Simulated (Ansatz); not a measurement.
# AsBFH5OSi: the cost of one run

All numbers below are computed with Ansatz 0.2.0 (RKS PBE0-D4/def2-SVP).

## (1) The starting structure

Bond lengths: O1–Si2 1.651 Å, Si2–B3 1.917 Å, B3–F4 1.469 Å, B3–As5 2.073 Å, O1–H6 1.036 Å, Si2–H7 1.464 Å, Si2–H8 1.462 Å, As5–H9 1.509 Å, As5–H10 1.571 Å. Angles: O1–Si2–B3 108.8°, O1–Si2–H7 111.2°, O1–Si2–H8 109.6°, B3–Si2–H7 108.7°, B3–Si2–H8 107.8°, H7–Si2–H8 110.7°, Si2–O1–H6 107.8°, Si2–B3–F4 124.1°, Si2–B3–As5 120.2°, F4–B3–As5 115.6°, B3–As5–H9 90.5°, B3–As5–H10 91.4°, H9–As5–H10 94.9°.

As a file:

```xyz
10

O    -2.0795    0.6900   -0.4919
Si   -0.9854   -0.3031    0.2439
B     0.6980    0.6067    0.3522
F     0.9158    1.8500    1.1040
As    2.3732   -0.1852   -0.5764
H    -2.2913    1.4666    0.1596
H    -1.4175   -0.6540    1.5984
H    -0.7913   -1.5055   -0.5648
H     1.5836   -0.4085   -1.8424
H     2.0774   -1.6083    0.0203
```

## (2) End point A

input.yaml reads:

```yaml
crystal:
  periodic: [false, false, false]
  atoms:
    - { symbol: O, position_ang: [-2.0795, 0.69, -0.4919] }
    - { symbol: Si, position_ang: [-0.9854, -0.3031, 0.2439] }
    - { symbol: B, position_ang: [0.698, 0.6067, 0.3522] }
    - { symbol: F, position_ang: [0.9158, 1.85, 1.104] }
    - { symbol: As, position_ang: [2.3732, -0.1852, -0.5764] }
    - { symbol: H, position_ang: [-2.2913, 1.4666, 0.1596] }
    - { symbol: H, position_ang: [-1.4175, -0.654, 1.5984] }
    - { symbol: H, position_ang: [-0.7913, -1.5055, -0.5648] }
    - { symbol: H, position_ang: [1.5836, -0.4085, -1.8424] }
    - { symbol: H, position_ang: [2.0774, -1.6083, 0.0203] }
basis:
  gaussian: { orbitals: def2-SVP }
hamiltonian:
  xc: pbe0
  dispersion: d4
relax:
  f_tol: 0.015
  max_steps: 40
```

The run is started by

```
$ ansatz run input.yaml --threads 2 --pin off --max-ram 3072MiB --backend cpu --events-out ev --progress --plain --runs-dir out
```

Q: Estimate wall time and peak memory on 2 threads of AMD EPYC 9R45 (Zen 5), shared host.

About 40 s, with a peak of 0.31 GiB.
